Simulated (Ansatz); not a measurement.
# K+ with CH4S: structure and interaction energy

An exercise on one series of results from a longer session: the logs are not shown, and one member is left open.

Method: PBE0-D4 structure, single points in def2-TZVPPD; program: Ansatz 0.2.0, Gaussian basis.

Levels: PBE-D4, revPBE-D4, BLYP-D4, r2SCAN-D4, B97M-V, PBE0-D4, B3LYP-D4, HSE06-D4, wB97X-V, wB97M-V, B2PLYP, Hartree-Fock, MP2, CCSD, CCSD(T). The reference is CCSD(T) extrapolated to the basis limit. For elements past Ar these valence bases correlate outer-core shells poorly and lack relativity, so that limit is rough.

Cores are frozen in the correlated methods. The outer core shell of Li, Na, Mg and K is correlated. B3LYP uses VWN-RPA correlation. B2PLYP carries no dispersion term here.

25 further runs of the same task are left out: 25 set aside as unsound or not needed.

### Where the work starts

The pair, from a GFN2-xTB docking trial: 7 atoms, charge 1, spin multiplicity 1.

Atoms are counted from 1 here; the program's logs count them from 0.

Bond lengths: C2–S3 1.818 Å, C2–H4 1.084 Å, C2–H5 1.087 Å, C2–H6 1.082 Å, S3–H7 1.335 Å. Angles: S3–C2–H4 108.5°, S3–C2–H5 106.9°, S3–C2–H6 110.4°, H4–C2–H5 109.8°, H4–C2–H6 110.8°, H5–C2–H6 110.4°, C2–S3–H7 96.9°.

Geometry (Å):

```xyz
7
CH4KS
K    -0.0111    0.0183   -3.9484
C     0.4428   -0.0592    0.9039
S    -0.6856    0.7036   -0.2997
H    -0.0955   -0.2084    1.8330
H     1.2584    0.6417    1.0599
H     0.8202   -0.9991    0.5229
H    -1.7292   -0.0968   -0.0717
```

Atoms 1 to 1 are fragment A (K+), the rest fragment B (CH4S).

Set-up of the first run:

Input file pre/in.yaml:

```yaml
crystal:
  periodic: [false, false, false]
  atoms:
    - {symbol: K, position_ang: [-0.011100, 0.018300, -3.948400]}
    - {symbol: C, position_ang: [0.442800, -0.059200, 0.903900]}
    - {symbol: S, position_ang: [-0.685600, 0.703600, -0.299700]}
    - {symbol: H, position_ang: [-0.095500, -0.208400, 1.833000]}
    - {symbol: H, position_ang: [1.258400, 0.641700, 1.059900]}
    - {symbol: H, position_ang: [0.820200, -0.999100, 0.522900]}
    - {symbol: H, position_ang: [-1.729200, -0.096800, -0.071700]}
basis:
  gaussian: {orbitals: def2-SVP}
total_charge: 1
hamiltonian: {xc: pbe, dispersion: d4}
relax: {f_tol: 0.03, max_steps: 250}
```

No record of the launch command was kept for these runs.

Among the steps run: A first relaxation in a small basis; Relaxation at PBE0-D4; CCSD(T)/def2-TZVPPD; MP2/def2-QZVPPD; Vibrations of the pair.

One table of the session follows, with a row left open; its other results are not shown here.

```
      method  interaction (kcal/mol)
      PBE-D4                  -14.29
   revPBE-D4                  -13.46
     BLYP-D4                  -13.90
   r2SCAN-D4                  -13.42
      B97M-V                  -13.36
     PBE0-D4                  -14.12
    B3LYP-D4                  -14.04
    HSE06-D4                       ?
     wB97X-V                  -13.66
     wB97M-V                  -13.47
      B2PLYP                  -12.93
Hartree-Fock                  -11.87
         MP2                  -12.76
        CCSD                  -12.35
     CCSD(T)                  -12.45
 CCSD(T)/CBS                  -13.53
```

**Question.** Estimate the row for HSE06-D4.

**Answer.** interaction (kcal/mol): -14.14. In the column «interaction (kcal/mol)» it lies between PBE-D4 (-14.29) and PBE0-D4 (-14.12).
